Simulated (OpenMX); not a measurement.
## MgB in OpenMX: the effect of volume scale

MgB:

```
Mg B
1.0
     2.77438    0.00000    0.00000
     0.00000    2.77438    0.00000
     0.00000    0.00000    2.77438
Mg B
1 1
Direct
  0.00000 0.00000 0.00000
  0.50000 0.50000 0.50000
```

The cell was built by a generator and needn't be a form met in nature.

Alike in all runs:

```yaml
Program: OpenMX 3.8.5
Task: single point
Functional: PBE
Potentials_or_basis: OpenMX 2013 PBE set, Mg7.0-s3p2d1, B7.0-s2p2d1, grid cutoff 500 Ry
k_mesh: 7 × 7 × 7
Occupations: fermi-dirac, width 0.05 eV
Spin: no spin polarisation
```

```tsv
volume scale	pressure (GPa)
0.88	14.2
0.92	9.1
0.96	4.9
1	1.1
1.04	?
1.08	-4.8
```

**Question.** What does the run with volume scale 1.04 give?

**Answer.** Pressure -2.1 GPa.

Worked out: A parabola through the other rows of the pressure, of slope -73.2 GPa per unit of volume scale there, gives -2.1 GPa, against the run's -2.1.

Caveats: the basis of atomic orbitals isn't converged, which shifts pressures, moduli and gaps.
